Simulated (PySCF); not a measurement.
# WH₄: structure of the triplet

Where does triplet WH₄ go from a see-saw start, is the end point a minimum, and what are its modes, charges and moments?

The runs use PySCF 2.14.0; PBE0, basis W def2-TZVP with ECP60, H def2-TZVP, scalar-relativistic core potentials, no spin–orbit coupling, density fitting.

## 1. The system as given

5 atoms, charge 0, spin multiplicity 3.

Bond lengths: W1–H2 1.690 Å, W1–H3 1.690 Å, W1–H4 1.690 Å, W1–H5 1.690 Å. Angles: H2–W1–H3 170.0°, H2–W1–H4 86.9°, H2–W1–H5 86.9°, H3–W1–H4 86.9°, H3–W1–H5 86.9°, H4–W1–H5 104.0°.

Z-matrix (Å, degrees; charge 0 multiplicity 3):
```
W
H  1 1.6900
H  1 1.6900 2 170.00
H  1 1.6900 2 86.92 3 -52.10
H  1 1.6900 2 86.92 3 52.10
```

## 2. See-saw start, triplet: relaxation

The steps below are one call of a driver around PySCF. For each, scf.py gives the equivalent set-up of the SCF; relaxations use the driver's own optimiser. Before each start the driver seeks the lowest SCF state from one or more starting densities and follows internal instabilities, so scf.py alone need not reach the same state.

The program finds C2v symmetry in the start, which this walk keeps. Threshold on the gradient: 0.0003 Eh/bohr, with a further test on the energy change.

The input, scf.py:

```python
from pyscf import gto, scf, dft
mol = gto.M(atom='''
W      0.000000     0.000000    -0.012736
H      0.000000     1.683600     0.134564
H     -0.000000    -1.683600     0.134564
H      1.331700    -0.000000     1.027764
H     -1.331700     0.000000     1.027764''',
    basis={'W': 'def2-TZVP', 'H': 'def2-TZVP'},
    ecp={'W': 'def2-TZVP'},
    charge=0, spin=2)
mf = dft.UKS(mol, xc='PBE0')
mf.grids.atom_grid = (50, 194)
aux = {'W': 'def2-universal-JKFIT', 'H': 'def2-universal-JKFIT'}
mf = mf.density_fit(auxbasis=aux)
mf.kernel()
```

After this run come: Vibrations and properties at this point; Leaving the saddle point; Vibrations and properties at this point; Downhill along the imaginary mode; Is it a minimum? Harmonic modes.

What does the calculation give? Wanted: minimum; geometry; wavenumbers; dipole moment; highest occupied, lowest empty level; polar-tensor charge of W1; zero-point energy; atomisation energy; ⟨S²⟩.

The runs gave:

| quantity | value |
| --- | --- |
| minimum | triplet, Td |
| geometry | W–H 1.704 Å (×4); H–W–H 109.5° (×6) |
| wavenumbers (cm⁻¹) | 608 (t2), 698 (e), 1983 (t2), 2026 (a1) |
| dipole moment | 0.00 D |
| highest occupied, lowest empty level (either spin) | -6.75, -2.06 eV |
| polar-tensor charge of W1 | +1.13 e |
| zero-point energy | 67.0 kJ/mol |
| entropy at 298.15 K | 244.9 J/(mol K) |
| atomisation energy (no zero-point energy) | 1165 kJ/mol |
| ⟨S²⟩ | 2.021 |

In words: The see-saw start (C2v) ends in a minimum of Td symmetry, after a stop at a saddle point 68.5 kJ/mol higher, from which it was pushed off along an imaginary mode. In the infrared the band at 1983 cm⁻¹ (t2, stretch) leads. W1 has a polar-tensor charge of +1.1 e (a dipole derivative, not a static charge), yet symmetry cancels the bond dipoles. Most of the spin sits on W1 (Mulliken spin 2.35, against 2 for the whole molecule). Other starts or spin states, not run here, may lie lower. One determinant may miss the lowest occupation of an open d or f shell. With an element this heavy the missing spin–orbit coupling can shift these numbers.
